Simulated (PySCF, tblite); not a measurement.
**C₆H₁₀N₂OSi: geometry, infrared bands and NMR shifts**

What infrared bands and NMR shifts should C₆H₁₀N₂OSi (`C=C([SiH2]N)C(=O)CCC#N`) show?

The runs use tblite 0.8.0 and PySCF 2.14.0, with density-fitted response routines of our own; the level of theory stands in each step. All values are computed, except where a source is named. Atoms count from 0, in the outputs and in this text.

**1. The starting structure**

20 atoms, charge 0, multiplicity 1; geometry from: force field or distance geometry start.

Bonds of the start (Å): C0–C1 1.32, C1–Si2 1.85, Si2–N3 1.74, C1–C4 1.46, C4–O5 1.28, C4–C6 1.45, C6–C7 1.54, C7–C8 1.48, C8–N9 1.15, C0–H10 1.10, C0–H11 1.08, Si2–H12 1.50, Si2–H13 1.45, N3–H14 1.01, N3–H15 1.04, C6–H16 1.12, C6–H17 1.10, C7–H18 1.11, C7–H19 1.11.

**2. Optimising the geometry with GFN2-xTB**

Job settings and geometry (Å):

```
{"job": {"kind": "relax", "xc": "GFN2-xTB", "basis": "xTB"}, "charge": 0, "multiplicity": 1}
C     -1.176400    -0.944900    -2.091000
C     -0.845800    -0.537500    -0.879000
Si    -2.062700    -0.576300     0.509400
N     -2.743400     1.012900     0.722400
C      0.529200    -0.093700    -0.687500
O      1.263900    -0.125000    -1.731200
C      1.118600     0.389700     0.547700
C      2.593700     0.779600     0.356500
C      3.247900    -0.470900    -0.103100
N      3.739600    -1.448300    -0.450500
H     -2.211100    -1.288500    -2.258400
H     -0.450200    -0.919600    -2.884000
H     -3.195000    -1.466100     0.099300
H     -1.408700    -1.168200     1.663400
H     -2.655100     1.714300     0.001600
H     -3.012600     1.324700     1.673900
H      0.629000     1.364200     0.810100
H      0.990300    -0.246200     1.437300
H      3.050200     1.163300     1.291500
H      2.593700     1.547100    -0.441100
```

On the command line:

```sh
> OMP_NUM_THREADS=1 python probes_run.py task.json out
```

This one command runs all jobs of the session in turn.

**Question.** This job is followed by: GFN2-xTB harmonic vibrations, gas phase; GIAO PBE0/pcSseg-1 NMR shielding, non-relativistic, gas phase. What will the session give for the following? strongest single infrared mode (GFN2-xTB); zero-point energy (GFN2-xTB); 13C shifts against TMS (PBE0/pcSseg-1); 1H shifts against TMS (PBE0/pcSseg-1, means over atoms taken as alike); 29Si shifts against TMS (PBE0/pcSseg-1); 15N shifts against NH3 (PBE0/pcSseg-1); 17O shifts against H2O (PBE0/pcSseg-1); surface potential, 1st and 99th percentile.

**Answer**, as computed:

| quantity | value |
| --- | --- |
| strongest single infrared mode (GFN2-xTB) | 2189 cm⁻¹, 378 km/mol |
| zero-point energy (GFN2-xTB) | 91.8 kcal/mol |
| 13C shifts against TMS (PBE0/pcSseg-1) | 214.6, 160.1, 142.4, 125.2, 44.9, 13.3 ppm |
| 1H shifts against TMS (PBE0/pcSseg-1, means over atoms taken as alike) | 6.80, 6.40, 5.20, 2.87, 2.73, 0.50 ppm |
| 29Si shifts against TMS (PBE0/pcSseg-1) | -45.0 ppm |
| 15N shifts against NH3 (PBE0/pcSseg-1) | 297.5, 6.3 ppm |
| 17O shifts against H2O (PBE0/pcSseg-1) | 634.8 ppm |
| surface potential, 1st and 99th percentile | -1.75 V and 1.49 V |

The optimisation took 286 steps and gained 0.818 eV; among the close pairs (by a distance rule), C4–C6 changed most, from 1.451 to 1.523 Å. The lowest mode is slightly imaginary (6i cm⁻¹), a soft motion within the noise of the Hessian, so the minimum is not strictly shown. The strongest single mode, at 2189 cm⁻¹, moves mainly H12. Unscaled tight-binding wavenumbers are off by several per cent, some by more. Its intensities can rank the bands wrongly. C4 (ketone carbonyl carbon) lies farthest downfield among carbon, at 214.6 ppm; the double bond to the heteroatom, with no lone-pair donor beside it, deshields it most. At PBE0/pcSseg-1: The largest span, 1276 ppm, is at O5, where the paramagnetic term is -703 ppm. By nearest atom (PBE0/pcSseg-1), the HOMO sits on N3 58 %; H12 14 % and the LUMO on C4 25 %; C0 20 %.
